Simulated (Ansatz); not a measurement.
# C2H4AlF: a nudged elastic band in two tries

Aim: a band of images between two relaxed ends for this system. SMILES of the start: C=[CH][AlH][F].

Method: RKS B3LYP-D4/def2-SVP, in Ansatz 0.2.0.

**1. Starting point**

Bond lengths: C1–C2 1.346 Å, C2–Al3 1.933 Å, Al3–F4 1.670 Å, C1–H5 1.098 Å, C1–H6 1.098 Å, C2–H7 1.099 Å, C1–H8 0.180 Å. Angles: C1–C2–Al3 119.1°, C1–C2–H7 117.2°, Al3–C2–H7 123.7°, C2–C1–H5 122.0°, C2–C1–H6 123.0°, C2–C1–H8 150.2°, H5–C1–H6 115.0°, H5–C1–H8 73.8°, H6–C1–H8 49.4°, C2–Al3–F4 120.4°.

As a file:

```xyz
8

C     0.6213    1.2553   -0.0828
C    -0.2025    0.3865    0.5318
Al   -0.4391   -1.3789   -0.2201
F    -1.4428   -2.4875    0.5229
H     1.1642    0.9932   -1.0010
H     0.8028    2.2724    0.2892
H    -0.7062    0.7331    1.4444
H     0.7713    1.3553   -0.0828
```

**2. The run**

Contents of input.yaml:

```yaml
crystal:
  periodic: [false, false, false]
  atoms:
    - { symbol: C, position_ang: [0.621343, 1.255275, -0.082814] }
    - { symbol: C, position_ang: [-0.202548, 0.386477, 0.531784] }
    - { symbol: Al, position_ang: [-0.439071, -1.378918, -0.220088] }
    - { symbol: F, position_ang: [-1.442774, -2.487508, 0.522912] }
    - { symbol: H, position_ang: [1.164171, 0.993229, -1.001047] }
    - { symbol: H, position_ang: [0.802799, 2.272354, 0.28919] }
    - { symbol: H, position_ang: [-0.706233, 0.73308, 1.444441] }
    - { symbol: H, position_ang: [0.771343, 1.355275, -0.082814] }
basis:
  gaussian: { orbitals: def2-SVP }
hamiltonian:
  xc: b3lyp
  dispersion: d4
neb:
  order_check: false
  images: 7
  f_tol: 0.05
  max_iterations: 8
  initial_path: idpp
  final_atoms:
    - { symbol: C, position_ang: [0.62692275, 1.24981092, -0.07553272] }
    - { symbol: C, position_ang: [-0.2149167, 0.39095131, 0.52926978] }
    - { symbol: Al, position_ang: [-0.49566645, -1.3962043, -0.16000631] }
    - { symbol: F, position_ang: [0.36596036, -1.79786178, -1.53533956] }
    - { symbol: H, position_ang: [1.18604093, 0.97490764, -0.9785799] }
    - { symbol: H, position_ang: [0.80266331, 2.26815879, 0.29576536] }
    - { symbol: H, position_ang: [-0.73230011, 0.75416449, 1.42934452] }
    - { symbol: H, position_ang: [-1.44660409, -2.50112708, 0.43927782] }
```

Launch:

```console
ansatz run input.yaml --threads 1 --pin off --max-ram 2048MiB --backend cpu --events-out ev --progress --plain --runs-dir out
```

**Question.** What will these runs give? Wanted: first try.

The runs gave:

| quantity | value |
| --- | --- |
| first try | not converged |
| cause | the last atom was put 0.18 Å from the first, almost on top of it |

In words: The program did not catch the first fault at the input check, so it cost a run.
